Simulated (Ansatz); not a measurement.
# Y4Zn15Cu: the cost of one run

Program: Ansatz 0.2.0. Level of theory: DFT PBE, scalar-relativistic, plane waves, PAW. These are calculated values, not measurements.

### 1 The starting structure

The cell holds 20 atoms (CuY4Zn15): a = 7.082 Å, b = 7.538 Å, c = 7.094 Å, α = 89.40°, β = 90.70°, γ = 89.14°.

It is the last frame of an earlier stage of the same melt, run at 550 K.

The coordinates stand in the first input below.

### 2 Langevin stage at 300 K

One k point, a Fermi-Dirac width of 0.050 eV and a fixed cell.

input.yaml reads:

```yaml
crystal:
  lattice:
    - [7.08189, 0.055227, -0.043226]
    - [0.055227, 7.537512, 0.038165]
    - [-0.043226, 0.038165, 7.093807]
  atoms:
    - { symbol: Zn, position: [0.6609570346, 0.574280589, 0.1260024536] }
    - { symbol: Zn, position: [0.0682851936, 0.6735754135, 0.9720749161] }
    - { symbol: Zn, position: [0.8406392479, 0.4567307667, 0.4286622443] }
    - { symbol: Zn, position: [0.117868274, 0.6416678415, 0.5760513439] }
    - { symbol: Zn, position: [0.8046892972, 0.3535548332, 0.7641021039] }
    - { symbol: Zn, position: [0.2220493544, 0.3882877248, 0.8832335124] }
    - { symbol: Zn, position: [0.1589537733, 0.4348870769, 0.2564975899] }
    - { symbol: Zn, position: [0.8857025826, 0.3071259103, 0.0988487765] }
    - { symbol: Zn, position: [0.4616973674, 0.9708859026, 0.4766381492] }
    - { symbol: Zn, position: [0.7322593947, 0.6750973429, 0.7714872626] }
    - { symbol: Zn, position: [0.8210195227, 0.7802672907, 0.4653956841] }
    - { symbol: Zn, position: [0.4019970744, 0.7794590544, 0.911241925] }
    - { symbol: Zn, position: [0.642273265, 0.0335193445, 0.7597646537] }
    - { symbol: Zn, position: [0.3737229576, 0.6844121203, 0.3052770927] }
    - { symbol: Zn, position: [0.8000793491, 0.1027157893, 0.4043521874] }
    - { symbol: "Y", position: [0.14371548, 0.9925997142, 0.2279430138] }
    - { symbol: "Y", position: [0.5094190799, 0.1903563931, 0.0949257635] }
    - { symbol: "Y", position: [0.0926086443, 0.053841506, 0.7260201801] }
    - { symbol: "Y", position: [0.4351774378, 0.3547078695, 0.5492816708] }
    - { symbol: Cu, position: [0.8179258953, 0.9073516635, 0.0414306172] }
  symmetry: { detect: false }
basis:
  ecutwfc: 420
  xc_grid: 1
kpoints:
  mp_grid: { grid: [1, 1, 1], shift: [0.25, 0.25, 0.25] }
hamiltonian:
  xc: pbe
scf:
  occupations: { method: fermi_dirac, width: 0.05 }
  lower_state_search: "off"
  convergence: { dr2_threshold: 1.0e-05 }
output:
  forces: true
  stress: true
md:
  timestep: 3.0
  n_steps: 79
  ensemble: nvt_langevin
  friction: 0.03
  temperature: 300.0
  initial_velocities: maxwell_boltzmann
  seed: 70769
```

On the command line:

```bash
> ansatz run input.yaml --threads 2 --pin off --max-ram 5120MiB --backend cpu --events-out ev --progress --plain --runs-dir out
```

Q: Estimate wall time and peak memory on 2 threads of Arm Neoverse V1, shared host.

About 5.3 min, with a peak of 0.65 GiB.
